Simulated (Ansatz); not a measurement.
**GeSe (Germanium monoselenide) at HF/aug-cc-pVTZ**

What is the energy change on altering one bond length of GeSe (Germanium monoselenide) at HF/aug-cc-pVTZ? 

The results are computed with Ansatz 0.2.0.

30 further runs of the same task are left out: 30 set aside as unsound or not needed.

### Step 1. Starting point

GeSe has 2 atoms, charge 0, and is taken as a singlet. As SMILES, `[Ge-]#[Se+]`. The bond length is the measured one.

Bond lengths: Ge1–Se2 2.135 Å.

### Step 2. The energy at HF/aug-cc-pVTZ

The input, input.yaml:

```yaml
basis:
  gaussian: {orbitals: aug-cc-pVTZ}
crystal:
  periodic: [false, false, false]
  atoms:
    - {symbol: Ge, position_ang: [0.000000, 0.000000, 0.000000]}
    - {symbol: Se, position_ang: [0.000000, 0.000000, 2.134629]}
hamiltonian: {xc: hf}
accuracy: high
output: {orbitals: {seedname: orbitals}}
```

Started as:

```sh
$ ansatz run input.yaml --threads 1 --pin off --max-ram 3480MiB --events-out events.jsonl --progress --plain --runs-dir runs
```

Output:

```text
Warning: RAYON_NUM_THREADS=1 ignored (pool sized by the plan → 1); use --threads N
Functional definition: HF
  name "HF"
  exchange = exact_x
  correlation = 0
1490 factors; integrals over basis functions are off by at most 4.0e-9 eV
mean field evaluation 1: about -121778.7657 eV, gradient 1.6e1 eV
mean field evaluation 2: about -121778.8913 eV, gradient 1.7e1 eV
mean field evaluation 4: about -121780.0721 eV, gradient 1.6e0 eV
mean field evaluation 8: about -121780.0909 eV, gradient 1.6e-1 eV
mean field evaluation 16: about -121780.0911 eV, gradient 2.5e-7 eV
mean field -121780.09110263 eV, -4475.3358025110 hartree, gradient 2.2e-8 eV, S^2 0.000000; 0 other end points of the search recorded, 0 dependent functions left out
reference -121780.09110263 eV, -4475.3358025110 hartree; 33, 33 occupied and 85, 85 virtual orbitals, 1490 factors
Total energy: -121780.09110263 eV, -4475.3358025110 hartree
```

It took 5.1 s on 1 thread of Arm Neoverse V2, shared host; peak memory 0.3 GiB.

### Step 3. The distorted shape

The input, in.yaml:

```yaml
crystal:
  periodic: [false, false, false]
  atoms:
    - {symbol: Ge, position_ang: [0.000000, 0.000000, -0.320171]}
    - {symbol: Se, position_ang: [0.000000, 0.000000, 2.134629]}
basis:
  gaussian: {orbitals: aug-cc-pVTZ}
hamiltonian: {xc: hf}
accuracy: high
output: {orbitals: {seedname: orbitals}}
```

Started as:

```sh
$ ansatz run in.yaml --threads 1 --pin off --max-ram 3480MiB --events-out events.jsonl --progress --plain --runs-dir runs
```

Output:

```text
Warning: RAYON_NUM_THREADS=1 ignored (pool sized by the plan → 1); use --threads N
[... 4 set-up lines as earlier in the session ...]
1504 factors; integrals over basis functions are off by at most 4.0e-9 eV
mean field evaluation 1: about -121776.3709 eV, gradient 2.3e1 eV
mean field evaluation 2: about -121776.4466 eV, gradient 2.3e1 eV
mean field evaluation 4: about -121779.0656 eV, gradient 2.2e0 eV
mean field evaluation 8: about -121779.1121 eV, gradient 4.1e-1 eV
mean field evaluation 16: about -121779.1146 eV, gradient 9.5e-7 eV
mean field -121779.11455110 eV, -4475.2999149044 hartree, gradient 2.2e-8 eV, S^2 0.000000; 0 other end points of the search recorded, 0 dependent functions left out
reference -121779.11455110 eV, -4475.2999149044 hartree; 33, 33 occupied and 85, 85 virtual orbitals, 1504 factors
Total energy: -121779.11455110 eV, -4475.2999149044 hartree
```

It took 4.8 s on 1 thread of Arm Neoverse V2, shared host; peak memory 0.3 GiB.

### Step 4. Summary of results

At HF/aug-cc-pVTZ:

| quantity | value |
| --- | --- |
| first shape: total energy | -4475.33580 Eh |
| first shape: HOMO energy | -9.71 eV |
| first shape: LUMO energy | 0.15 eV |
| first shape: HOMO–LUMO gap | 9.86 eV |
| distorted shape: total energy | -4475.29991 Eh |
| distorted shape: HOMO energy | -8.80 eV |
| distorted shape: LUMO energy | -0.56 eV |
| distorted shape: HOMO–LUMO gap | 8.24 eV |
| energy change with the Ge1–Se2 bond stretched from 2.135 to 2.455 Å | 0.977 eV |

What this shows: With the Ge1–Se2 bond stretched from 2.135 to 2.455 Å the energy rises by 0.98 eV (22.5 kcal/mol). The first shape isn't relaxed at this level, so the change isn't measured from a minimum.
